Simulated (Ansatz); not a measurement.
# InBi: a single-point run

The task is a single-point run on InBi. The structure is shown as the input types it. The cell is built on a prototype (h-MgO type) and needn't be the phase found in nature.

Program: Ansatz 0.2.0. Level of theory: density functional or hybrid calculation with the settings of its input, plane waves (as first typed). These are calculated values, not measurements.

3 further runs of the same task are left out: 1 for a known fault of the program, 2 that didn't finish.

### 1 The system as given

It takes space group P6_3/mmc (No. 194, hexagonal). Conventional cell: a = 5.206 Å, b = 5.206 Å, c = 6.311 Å, α = 90.00°, β = 90.00°, γ = 120.00°. In (site symmetry -6m2) is surrounded by 5 Bi at 3.01 to 3.16 Å. Bi (site symmetry -6m2) is surrounded by 5 In at 3.01 to 3.16 Å.

As a file:

```
In Bi
1.0
     5.20581    0.00000    0.00000
    -2.60291    4.50837    0.00000
     0.00000    0.00000    6.31100
In Bi
2 2
Direct
  0.33333 0.66667 0.25000
  0.66667 0.33333 0.75000
  0.66667 0.33333 0.25000
  0.33333 0.66667 0.75000
```

### 2 Running it

Contents of input.yaml:

```yaml
crystal:
  lattice:
    - [5.2058142202, 0.0, 0.0]
    - [-2.6029071101, 4.508367362, 0.0]
    - [0.0, 0.0, 6.3110042863]
  atoms:
    - { symbol: In, position: [0.3333333333, 0.6666666667, 0.25] }
    - { symbol: In, position: [0.6666666667, 0.3333333333, 0.75] }
    - { symbol: Bi, position: [0.6666666667, 0.3333333333, 0.25] }
    - { symbol: Bi, position: [0.3333333333, 0.6666666667, 0.75] }
kpoints:
  mp_grid: { grid: [6, 6, 4] }
hamiltonian:
  xc: scan
scf:
  occupations: { method: fermi_dirac, width: 0.02 }
  n_extra_bands: 5
output:
  forces: true
  stress: true
  eigenvalues: true
```

Launch:

```sh
ansatz run input.yaml --threads 4 --pin off --max-ram 3686MiB --backend cpu --events-out ev --progress --plain --runs-dir out
```

**Question.** How will this run end, and is anything wrong with its input?

Nothing was computed: the input was turned down at the start. It says: «line 14 column 7: hamiltonian.xc: unknown variant `scan`, expected one of `lda`, `lda-pw`, `pw92`, `pbe`, `pbesol`, `rpbe`, `revpbe`, `blyp`, ...»

The suspect setting: hamiltonian.xc is scan. The method's name matches nothing in the program's list.

Fix: set hamiltonian.xc to r2scan. Any name on the list would pass the check; a listed functional of a like name need not be the same functional.
